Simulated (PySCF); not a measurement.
**LiBe+: from the state search to spectroscopic constants**

One table from this session's results is given with a row withheld; the runs are named, their logs left out.

Program: PySCF 2.14.0. Level of theory: Li aug-pcseg-1, Be aug-pcseg-1, no relativity. These are calculated values, not measurements.

Set-up of the first run:

Settings of the job:

```yaml
atoms: Li, Be
charge: 1
basis: Li aug-pcseg-1, Be aug-pcseg-1
Hamiltonian: no relativity
basis_functions: 26
electrons_treated: 6
masses_in_u: 7.0160, 9.0122
levels: PBE0, PBE, r²SCAN, LDA, r²SCANh, B3LYP, HSE06, HF, MP2, SCS-MP2, CCSD, CCSD(T)
grid: 80 radial by 434 angular points
occupations: held fixed by the projection of orbital angular momentum
dissociation_limit: Li+ + Be, each in its ground configuration
starting_distance_in_angstrom: 2.345
values_of_2S_to_try: 0, 2
```

Among the steps run: The job; The PBE0 curve of the state that the search chose; Excited determinants; PBE; r²SCAN; LDA (local density); r²SCANh; B3LYP; HSE06; RHF (mean field); Correlated methods on the Hartree–Fock reference.

One of the session's tables, all rows but one given; the rest of the session is left out.

Energy (eV) from each level's lowest point:

```
R (Å)    RHF  RHF-MP2  RHF-SCS-MP2  RHF-CCSD  RHF-CCSD(T)
2.236  0.197    0.194        0.194       n/a          n/a
2.340  0.098    0.097        0.098     0.098        0.097
2.444  0.038    0.039        0.040     0.041        0.041
2.522  0.014    0.015        0.015     0.017        0.017
2.600      ?        ?            ?         ?            ?
2.678  0.000    0.000        0.000     0.000        0.000
2.782  0.009    0.008        0.007     0.005        0.005
2.912  0.034    0.030        0.029     0.023        0.023
3.068  0.076    0.068        0.066     0.054        0.054
3.276  0.139    0.126        0.123       n/a          n/a
```

Estimate the missing values for R (Å) = 2.600.

Worked estimate for «RHF». A straight line through the neighbours (2.522, 0.014) and (2.678, 0.000) gives 0.014 + (0.000 − 0.014) × (2.600 − 2.522) / (2.678 − 2.522) = 0.007; a parabola fitted to 4 rows on both sides gives 0.002.

The run gave: RHF: 0.002; RHF-MP2: 0.002; RHF-SCS-MP2: 0.003; RHF-CCSD: 0.004; RHF-CCSD(T): 0.004. In «RHF» the line misses by +0.005 and the parabola by 0.000.

State 2 has its PBE0 minimum 2.19 eV higher. The other levels ran on the lowest alone.
